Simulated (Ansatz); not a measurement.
# C2H5AlS: rigid scan of one bond length

Aim: a rigid scan of one bond length, for C2H5AlS, run from a script. SMILES: [CH3][Al]1[CH2][S]1.

All numbers are computed with Ansatz 0.2.0, driven from Python. Level of theory: Hartree-Fock/cc-pVDZ.

## Step 1: The system

Bond lengths: C1–Al2 1.929 Å, Al2–C3 1.927 Å, Al2–S4 2.308 Å, C3–S4 1.818 Å, C1–H5 1.153 Å, C1–H6 1.153 Å, C1–H7 1.128 Å, C3–H8 1.169 Å, C3–H9 1.098 Å. Angles (14 of 16 angles, heavy atoms first): C1–Al2–C3 141.7°, C1–Al2–S4 151.2°, C3–Al2–S4 49.8°, Al2–C3–S4 76.0°, Al2–S4–C3 54.1°, Al2–C1–H5 111.6°, Al2–C1–H6 112.1°, Al2–C1–H7 112.8°, Al2–C3–H8 113.1°, Al2–C3–H9 118.6°, S4–C3–H8 108.4°, S4–C3–H9 119.0°, H5–C1–H6 105.5°, H5–C1–H7 107.9°.

The script holds or builds the structure itself.

## Step 2: The code

Contents of run_scan.py:

```python
# -*- coding: utf-8 -*-
import warnings

import ansatz as az
from ase import Atoms
import numpy as np

warnings.simplefilter("ignore", az.DeckWarning)

atoms = Atoms(["C", "Al", "C", "S", "H", "H", "H", "H", "H"], positions=[
    (-0.3241, 1.4983, -0.9009),
    (0.4566, -0.1493, -0.2695),
    (0.2952, -1.458, 1.1362),
    (0.666, -2.4466, -0.3436),
    (-0.9742, 1.3274, -1.8374),
    (-1.028, 1.9729, -0.1203),
    (0.449, 2.2796, -1.1534),
    (1.2262, -1.4885, 1.843),
    (-0.6783, -1.5821, 1.6289),
])
molecule = az.Crystal.molecule_from_ase(atoms)

symbols = [site.symbol for site in molecule.cartesian_sites]
start = np.array([site.position_ang for site in molecule.cartesian_sites])
axis = (start[4] - start[0]) / np.linalg.norm(start[4] - start[0])
moving = [4]
lengths, energies = [0.98, 1.06, 1.15, 1.27, 1.44, 1.73, 2.07, 2.54], []
for length in lengths:
    xyz = start.copy()
    xyz[moving] += (length - np.linalg.norm(start[4] - start[0])) * axis
    point = az.Crystal.molecule()
    for symbol, xyz in zip(symbols, xyz):
        point = point.atom(symbol, xyz.tolist())
    model = point.calculation()
    model = model.basis(gaussian="cc-pVDZ")
    model = model.functional("hf")
    summary = model.run(threads=1).report
    energies.append(summary["free_energy_ev"])
    print(f"r = {length:6.3f} A  E = {energies[-1]:.5f} eV  <S^2> = {abs(summary['mean_field']['state']['spin_squared']):.3f}")

print("energy above the lowest point (eV):", [round(e - min(energies), 3) for e in energies])
```

## Step 3: The calls as engine input

The engine receives this input (first run):

```yaml
crystal:
  periodic: [false, false, false]
  atoms:
    - { symbol: C, position_ang: [-0.3241, 1.4983, -0.9009] }
    - { symbol: Al, position_ang: [0.4566, -0.1493, -0.2695] }
    - { symbol: C, position_ang: [0.2952, -1.458, 1.1362] }
    - { symbol: S, position_ang: [0.666, -2.4466, -0.3436] }
    - { symbol: H, position_ang: [-0.87676905102395, 1.3530129044454806, -1.697046079501506] }
    - { symbol: H, position_ang: [-1.028, 1.9729, -0.1203] }
    - { symbol: H, position_ang: [0.449, 2.2796, -1.1534] }
    - { symbol: H, position_ang: [1.2262, -1.4885, 1.843] }
    - { symbol: H, position_ang: [-0.6783, -1.5821, 1.6289] }
basis:
  gaussian:
    orbitals: cc-pVDZ
hamiltonian:
  xc: hf
```

## Step 4: The run

Launch:

```
$ python run_scan.py
```

Standard output:

```text
r =  0.980 A  E = -19539.43717 eV  <S^2> = 0.000
r =  1.060 A  E = -19539.70473 eV  <S^2> = 0.000
r =  1.150 A  E = -19539.67488 eV  <S^2> = 0.000
r =  1.270 A  E = -19539.31919 eV  <S^2> = 0.000
r =  1.440 A  E = -19538.52962 eV  <S^2> = 0.000
r =  1.730 A  E = -19537.02502 eV  <S^2> = 0.000
r =  2.070 A  E = -19535.45219 eV  <S^2> = 0.000
r =  2.540 A  E = -19533.77714 eV  <S^2> = 0.000
energy above the lowest point (eV): [0.268, 0.0, 0.03, 0.386, 1.175, 2.68, 4.253, 5.928]
```

Run time: 8.6 s. Hardware: 1 thread of Arm Neoverse V1, shared host; peak memory 0.21 GiB.

## Step 5: What changed from run to run

The engine's inputs for some of the other runs:

Run 3, against run 1:

```diff
@@ -8 +8 @@
-    - { symbol: H, position_ang: [-0.87676905102395, 1.3530129044454806, -1.697046079501506] }
+    - { symbol: H, position_ang: [-0.9726402129362678, 1.327810040930921, -1.8351530524762572] }
```

Run 5, against run 1:

```diff
@@ -8 +8 @@
-    - { symbol: H, position_ang: [-0.87676905102395, 1.3530129044454806, -1.697046079501506] }
+    - { symbol: H, position_ang: [-1.136185136198457, 1.284816920817849, -2.070747300492009] }
```

Run 8, against run 1:

```diff
@@ -8 +8 @@
-    - { symbol: H, position_ang: [-0.87676905102395, 1.3530129044454806, -1.697046079501506] }
+    - { symbol: H, position_ang: [-1.7565279485722785, 1.1217395686648168, -2.9643806550345158] }
```

Lines on the test bed's own set-up are left out of the output.

A comment line of the script is reworded here; the code is as run.

## Step 6: The engine's runs

From the records of these 8 runs:

| run | distance (Å) | energy from run 2 (eV) | SCF cycles | CPU time (s) |
| --- | --- | --- | --- | --- |
| 1 | 0.98 | 0.2676 | 11 | 0.95 |
| 2 | 1.06 | 0.0000 | 11 | 0.96 |
| 3 | 1.15 | 0.0299 | 11 | 0.96 |
| 4 | 1.27 | 0.3855 | 11 | 0.96 |
| 5 | 1.44 | 1.1751 | 11 | 0.95 |
| 6 | 1.73 | 2.6797 | 13 | 0.98 |
| 7 | 2.07 | 4.2525 | 18 | 1.1 |
| 8 | 2.54 | 5.9276 | 34 | 1.3 |

## Step 7: Outcome

| quantity | value |
| --- | --- |
| runs compared | 8 |
| range of energy | 5.928 eV |
| lowest point, distance (Å) | 1.06 |

The curve has its lowest point inside the range, at 1.06. The ends stand 0.268 and 5.93 eV above it. The distance scanned is the script's pair 0, 4. Reading the output:
- The rest of the molecule is held rigid at a force-field or estimated start geometry, and the basis set is modest; single-reference methods fail as a bond breaks.
- The orbitals are restricted, so S² is zero by construction.
- Toward dissociation an unrestricted state lies under the restricted one, by 1 to 2 eV or more.
